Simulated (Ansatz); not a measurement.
Geometry optimisation, DFT PBE, scalar-relativistic, plane waves, PAW (Ansatz 0.2.0).

input.yaml

```yaml
crystal:
  lattice:
    - [6.238379, 0.0, 0.0]
    - [3.119189, 5.402595, 0.0]
    - [0.0, 0.0, 18.367019]
  atoms:
    - { symbol: Mg, position: [0.0, 0.0, 0.0544454] }
    - { symbol: O, position: [0.3333333, 0.8333333, 0.1237764] }
    - { symbol: Mg, position: [0.0, 0.5, 0.0544454] }
    - { symbol: O, position: [0.3333333, 0.3333333, 0.1237764] }
    - { symbol: Mg, position: [0.5, 0.0, 0.0544454] }
    - { symbol: O, position: [0.8333333, 0.8333333, 0.1237764] }
    - { symbol: Mg, position: [0.5, 0.5, 0.0544454] }
    - { symbol: O, position: [0.8333333, 0.3333333, 0.1237764] }
    - { symbol: Mg, position: [0.6666667, 0.6666667, 0.1931074] }
    - { symbol: O, position: [0.0, 0.5, 0.2624384] }
    - { symbol: Mg, position: [0.6666667, 0.1666667, 0.1931074] }
    - { symbol: O, position: [0.0, 0.0, 0.2624384] }
    - { symbol: Mg, position: [0.1666667, 0.6666667, 0.1931074] }
    - { symbol: O, position: [0.5, 0.5, 0.2624384] }
    - { symbol: Mg, position: [0.1666667, 0.1666667, 0.1931074] }
    - { symbol: O, position: [0.5, 0.0, 0.2624384] }
    - { symbol: Mg, position: [0.3333333, 0.3333333, 0.3317694] }
    - { symbol: O, position: [0.6666667, 0.1666667, 0.4011004] }
    - { symbol: Mg, position: [0.3333333, 0.8333333, 0.3317694] }
    - { symbol: O, position: [0.6666667, 0.6666667, 0.4011004] }
    - { symbol: Mg, position: [0.8333333, 0.3333333, 0.3317694] }
    - { symbol: O, position: [0.1666667, 0.1666667, 0.4011004] }
    - { symbol: Mg, position: [0.8333333, 0.8333333, 0.3317694] }
    - { symbol: O, position: [0.1666667, 0.6666667, 0.4011004] }
    - { symbol: F, position: [0.1520518, 0.6731585, 0.4969243] }
    - { symbol: F, position: [0.1670193, 0.8929286, 0.4996466] }
basis:
  ecutwfc: 420.0
kpoints:
  mp_grid: { grid: [2, 2, 1] }
hamiltonian:
  xc: pbe
  pseudopotentials: { kind: paw, azcp: { folder: soft_1 } }
scf:
  occupations: { method: fermi_dirac, width: 0.02 }
  lower_state_search: "off"
relax:
  f_tol: 0.03
  max_steps: 60
  adjacent_minimum: "off"
  constraints: [{ sites: [0, 1, 2, 3, 4, 5, 6, 7] }]
```

Launched with:

```bash
$ ansatz run input.yaml --threads 2 --pin off --max-ram 5120MiB --backend cpu --events-out ev --progress --plain --runs-dir out
```

Problem. Where does it end, and by what steps?

Solution. The run converged. The force dipped under the threshold on the way, but the program's further checks kept it going. Limits of this set-up: coarse k mesh, thin slab, slab without dipole correction, no dispersion correction for a molecule that may bind weakly. After 46 steps the energy has fallen by 6.550 eV; F26 moved furthest, 3.91 Å. Parted: Mg9–Mg21 (3.12 → 4.50 Å), O10–Mg21 (2.21 → 3.77 Å), Mg11–Mg21 (3.12 → 4.50 Å), O12–Mg21 (2.21 → 3.78 Å), O14–Mg21 (2.21 → 3.77 Å), Mg15–Mg21 (3.12 → 4.50 Å). Joined: Mg21–F26 (3.96 → 1.84 Å), O24–F25 (1.76 → 1.44 Å).

| step | energy less start (eV) | largest force component (eV/Å) | accepted |
| --- | --- | --- | --- |
| 0 | 0.0000 | 4.617 | yes |
| 2 | -2.6638 | 1.484 | yes |
| 4 | -3.5624 | 0.632 | yes |
| 6 | -3.7145 | 0.311 | yes |
| 8 | -3.8708 | 0.412 | yes |
| 10 | -3.9642 | 0.234 | yes |
| 12 | -4.0118 | 0.106 | yes |
| 14 | -4.0812 | 0.233 | yes |
| 16 | -4.1013 | 0.370 | yes |
| 18 | -4.1889 | 0.350 | yes |
| 20 | -4.3323 | 0.610 | yes |
| 22 | -4.5457 | 0.370 | yes |
| 24 | -4.6572 | 0.064 | yes |
| 26 | -4.6622 | 0.027 | yes |
| 28 | -4.6670 | 0.131 | yes |
| 30 | -4.6916 | 0.216 | yes |
| 32 | -4.7576 | 0.269 | yes |
| 34 | -4.9190 | 0.364 | yes |
| 36 | -5.2872 | 0.809 | yes |
| 38 | -5.9684 | 1.209 | yes |
| 40 | -6.4185 | 0.354 | yes |
| 42 | -6.5112 | 0.134 | yes |
| 44 | -6.5445 | 0.038 | yes |
| 46 | -6.5501 | 0.029 | yes |

```xyz
26
Lattice="6.2384 0.0000 0.0000 3.1192 5.4026 0.0000 0.0000 0.0000 18.3670" Properties=species:S:1:pos:R:3
Mg 0.000 0.000 1.000
O 4.679 4.502 2.273
Mg 1.560 2.701 1.000
O 3.119 1.801 2.273
Mg 3.119 0.000 1.000
O 7.798 4.502 2.273
Mg 4.679 2.701 1.000
O 6.238 1.801 2.273
Mg 6.238 3.554 3.738
O 1.644 2.750 4.619
Mg 4.720 0.925 3.738
O 0.000 -0.097 4.619
Mg 3.119 3.602 3.566
O 4.594 2.751 4.619
Mg 1.518 0.925 3.737
O 3.119 0.000 4.651
Mg 3.117 1.771 6.069
O 4.693 0.912 6.941
Mg 4.705 4.520 6.070
O 6.236 3.586 6.942
Mg 6.237 1.803 7.881
O 1.542 0.912 6.940
Mg 7.768 4.520 6.070
O 3.118 3.604 6.938
F 3.116 3.603 8.381
F 6.239 1.797 9.719
```

Run time: 8 min on 2 threads of Intel(R) Xeon(R) 6975P-C (Granite Rapids), with other jobs on the host, peak memory 1.2 GiB.
